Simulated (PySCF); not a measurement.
# CH6O3Si2: the cost of one run

Computed with PySCF 2.14.0, with density-fitted response routines of our own, on a single molecule in the gas phase. Atoms count from 0, in the outputs and in this text.

### 1 The starting structure

12 atoms, charge 0, multiplicity 1; geometry from: GFN2-xTB. The atoms were then displaced at random by about 0.01 Å, so the start is not that level's minimum.

Bonds of the start (Å): O0–C1 1.18, C1–O2 1.33, C1–Si3 1.89, Si3–O4 1.64, O4–Si5 1.64, O2–H6 1.00, Si3–H7 1.46, Si3–H8 1.47, Si5–H9 1.45, Si5–H10 1.47, Si5–H11 1.46.

### 2 Relaxing the molecule at PBE0-D3(BJ)/def2-SVP

What the job is given:

```
{"job": {"xc": "PBE0", "basis": "def2-SVP", "d3": "d3bj", "grid": 1, "shake": 0.01, "kind": "geom"}, "charge": 0, "multiplicity": 1}
O      1.380920     1.256110     0.834480
C      1.642280     0.224090     0.314810
O      2.898650    -0.199300     0.252120
Si     0.463710    -1.011490    -0.494400
O     -1.061070    -0.437200    -0.351080
Si    -2.280330     0.597370     0.030260
H      3.526270     0.445790     0.680330
H      0.766170    -1.109940    -1.916160
H      0.494610    -2.269370     0.260240
H     -2.449800     1.456970    -1.120970
H     -3.421610    -0.309190     0.239200
H     -1.920100     1.327890     1.247580
```

Command:

```console
> OMP_NUM_THREADS=1 python probes_run.py task.json out
```

One launch serves the whole session: the jobs run in the order shown.

Q: Estimate the wall time and peak memory of this first job on 1 thread of Arm Neoverse V1, shared host.

About 64 s, with a peak of 0.51 GiB.
